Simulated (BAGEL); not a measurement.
**singlet C2H4ClSi+: a chain of runs**

Aim: the energy (singlet C2H4ClSi+, HF/cc-pVDZ), then a single-point energy (doublet C2H4ClSi, NEVPT2(3,3)/cc-pVDZ) of C2H4ClSi. 

The calculation is run with BAGEL 1.2.2.

## (1) The structure to begin with

C2H4ClSi+ has 8 atoms, charge +1, and is taken as a singlet. As SMILES of the parent species, `C=C[SiH]Cl`. The C2–H7 distance was set to 1.741 Å, away from the relaxed value. That shape belongs to the parent species and isn't relaxed for this state. At this shape a bond of the SMILES string is far longer than usual.

Bond lengths: C1–C2 1.335 Å, C2–Si3 1.841 Å, Si3–Cl4 2.059 Å, C1–H5 1.087 Å, C1–H6 1.086 Å, Si3–H8 1.489 Å. Angles: C1–C2–Si3 122.0°, C2–Si3–Cl4 111.3°, C2–C1–H5 121.9°, C2–C1–H6 122.0°, C2–Si3–H8 111.0°, Cl4–Si3–H8 109.0°, H5–C1–H6 116.1°. A long bond or contact: C2–H7 1.741 Å.

## (2) A single-point energy at HF/cc-pVDZ (density fitting with svp-jkfit) (run 1)

Input file input.json:

```json
{ "bagel" : [

{
  "title" : "molecule",
  "basis" : "cc-pvdz.json",
  "df_basis" : "svp-jkfit",
  "angstrom" : "true",
  "geometry" : [
    { "atom" : "C", "xyz" : [    0.087338,    1.341570,   -0.777416 ] },
    { "atom" : "C", "xyz" : [    0.068838,    0.247870,   -0.012316 ] },
    { "atom" : "Si", "xyz" : [   -1.463262,   -0.328030,    0.829384 ] },
    { "atom" : "Cl", "xyz" : [   -1.591262,   -2.383330,    0.823584 ] },
    { "atom" : "H", "xyz" : [   -0.816562,    1.902770,   -0.998316 ] },
    { "atom" : "H", "xyz" : [    1.004238,    1.719470,   -1.220216 ] },
    { "atom" : "H", "xyz" : [    1.561300,   -0.591000,    0.301600 ] },
    { "atom" : "H", "xyz" : [   -2.675962,    0.235470,    0.173784 ] }
  ]
},
{ "title" : "hf", "charge" : 1 },
{ "title" : "print", "file" : "orbitals.molden", "orbitals" : "true" }

]}
```

The basis set cc-pVDZ is read from a file made from the Basis Set Exchange's data (not shown).

Command:

```console
$ BAGEL_NUM_THREADS=1 BAGEL input.json > input.out
```

Output:

```text
* using 1 threads per process

  ===============================================================
  ===============================================================

  *** Geometry ***

  { "atom" : "C", "xyz" : [      0.165045,      2.535200,     -1.469103 ] },
  { "atom" : "C", "xyz" : [      0.130085,      0.468406,     -0.023274 ] },
  { "atom" : "Si", "xyz" : [     -2.765164,     -0.619887,      1.567309 ] },
  { "atom" : "Cl", "xyz" : [     -3.007049,     -4.503841,      1.556348 ] },
  { "atom" : "H", "xyz" : [     -1.543079,      3.595714,     -1.886544 ] },
  { "atom" : "H", "xyz" : [      1.897735,      3.249327,     -2.305874 ] },
  { "atom" : "H", "xyz" : [      2.950429,     -1.116828,      0.569941 ] },
  { "atom" : "H", "xyz" : [     -5.056835,      0.444974,      0.328404 ] },

  Number of auxiliary basis functions:      478

  Since a DF basis is specified, we compute 2- and 3-index integrals:
    o Being stored without compression. Storage requirement is 0.027 GB

  Number of basis functions:       84
  Number of electrons      :       47

    * METHOD: MOLECULE                             0.26

  *** RHF ***

  === Nuclear Repulsion ===
   180.6607749710

      * DIIS with orbital gradients will be used.

  === RHF iteration (cc-pvdz.json) ===
      0       -825.99354867          0.01084654           0.08
      1       -826.08213119          0.00527022           0.08
      2       -826.09885865          0.00156888           0.06
      3       -826.10122092          0.00032902           0.06
      4       -826.10137244          0.00014756           0.06
      5       -826.10140990          0.00006303           0.06
      6       -826.10141505          0.00001749           0.06
      7       -826.10141548          0.00000795           0.06
      8       -826.10141557          0.00000310           0.06
      9       -826.10141560          0.00000123           0.09
     10       -826.10141560          0.00000050           0.06
     11       -826.10141560          0.00000017           0.06
     12       -826.10141560          0.00000007           0.06
     13       -826.10141560          0.00000003           0.06
     14       -826.10141560          0.00000002           0.06
     15       -826.10141560          0.00000001           0.06
    * SCF iteration converged.

    * Permanent dipole moment:
           (   -0.071306,    -1.796759,    -0.269988) a.u.

    * METHOD: HF                                   1.15

    * METHOD: PRINT                                0.03

  ===============================================================
```

Run time: 1.7 s. Hardware: 1 thread of AMD EPYC 7R13 (Zen 3), shared host; peak memory 0.15 GiB.

## (3) Doublet neutral C2H4ClSi: a single-point energy at NEVPT2(3,3)/cc-pVDZ (density fitting with svp-jkfit) (run 2)

Input file job.json:

```json
{ "bagel" : [

{
  "title" : "molecule",
  "basis" : "cc-pvdz.json",
  "df_basis" : "svp-jkfit",
  "angstrom" : "true",
  "geometry" : [
    { "atom" : "C", "xyz" : [    0.087338,    1.341570,   -0.777416 ] },
    { "atom" : "C", "xyz" : [    0.068838,    0.247870,   -0.012316 ] },
    { "atom" : "Si", "xyz" : [   -1.463262,   -0.328030,    0.829384 ] },
    { "atom" : "Cl", "xyz" : [   -1.591262,   -2.383330,    0.823584 ] },
    { "atom" : "H", "xyz" : [   -0.816562,    1.902770,   -0.998316 ] },
    { "atom" : "H", "xyz" : [    1.004238,    1.719470,   -1.220216 ] },
    { "atom" : "H", "xyz" : [    1.561300,   -0.591000,    0.301600 ] },
    { "atom" : "H", "xyz" : [   -2.675962,    0.235470,    0.173784 ] }
  ]
},
{ "title" : "hf", "charge" : 1 },
{ "title" : "casscf", "nstate" : 1, "nact" : 3, "nclosed" : 22, "nspin" : 1, "active" : [22, 24, 25], "maxiter" : 200, "natocc" : "true" },
{
  "title" : "nevpt2",
  "nstate" : 1,
  "nact" : 3,
  "nclosed" : 22,
  "nspin" : 1,
  "active" : [22, 24, 25],
  "maxiter" : 200,
  "natocc" : "true",
  "ncore" : 12
},
{ "title" : "print", "file" : "orbitals.molden", "orbitals" : "true" }

]}
```

The basis set cc-pVDZ is read from a file made from the Basis Set Exchange's data (not shown).

Command:

```console
$ BAGEL_NUM_THREADS=1 BAGEL job.json > job.out
```

Output:

```text
* using 1 threads per process

  ===============================================================
  ===============================================================

  *** Geometry ***

  { "atom" : "C", "xyz" : [      0.165045,      2.535200,     -1.469103 ] },
  { "atom" : "C", "xyz" : [      0.130085,      0.468406,     -0.023274 ] },
  { "atom" : "Si", "xyz" : [     -2.765164,     -0.619887,      1.567309 ] },
[... 4 lines of this table left out ...]
  { "atom" : "H", "xyz" : [     -5.056835,      0.444974,      0.328404 ] },

  Number of auxiliary basis functions:      478

  Since a DF basis is specified, we compute 2- and 3-index integrals:
    o Being stored without compression. Storage requirement is 0.027 GB

  Number of basis functions:       84
  Number of electrons      :       47

    * METHOD: MOLECULE                             0.23

  *** RHF ***

[... 11 lines left out ...]
    * SCF iteration converged.
[... 1 line left out ...]
    * Permanent dipole moment:
[... 28 lines left out ...]
    * Second-order optimization converged. *

     guess   0:   closed 1..                  open .1.

  === FCI iteration ===

      0  0      -826.38631142     5.54e-02      0.00
      1  0      -826.42734622     8.38e-04      0.00
      2  0      -826.42735663     1.69e-04      0.00
[... 4 lines of this table left out ...]
      7  0 *    -826.42735747     1.68e-15      0.00

     * ci vector, state   0, <S^2> = 0.7500
       2a.    -0.9708241917
       .a2    -0.2395191118

    * METHOD: CASSCF                               4.16

    * freezing 12 orbitals

  === DF-NEVPT2 calculation ===

    * 3-index integral transformation done
    * assembly done

      NEVPT2 correlation energy:   -0.4563821969      0.15

          (+0)     -0.3680177429
          (+0)'    -0.0181082883
          (+1)     -0.0178033457
          (+1)'    -0.0002208029
          (+2)     -0.0003580921
          (-1)     -0.0459424610
          (-1)'    -0.0004054765
          (-2)     -0.0055259874

      NEVPT2 total energy:       -826.8837396625

    * METHOD: NEVPT2                               0.27

    * METHOD: PRINT                                0.03

  ===============================================================
```

Wall time 6 s (1 thread of AMD EPYC 7R13 (Zen 3), shared host); peak memory 0.15 GiB.

## (4) What came out

| quantity | value |
| --- | --- |
| run 1, HF/cc-pVDZ: total energy | -826.10142 Eh |
| run 1, HF/cc-pVDZ: HOMO energy | -16.21 eV |
| run 1, HF/cc-pVDZ: LUMO energy | -6.73 eV |
| run 1, HF/cc-pVDZ: HOMO–LUMO gap | 9.47 eV |
| doublet neutral C2H4ClSi: total energy | -826.88374 Eh |
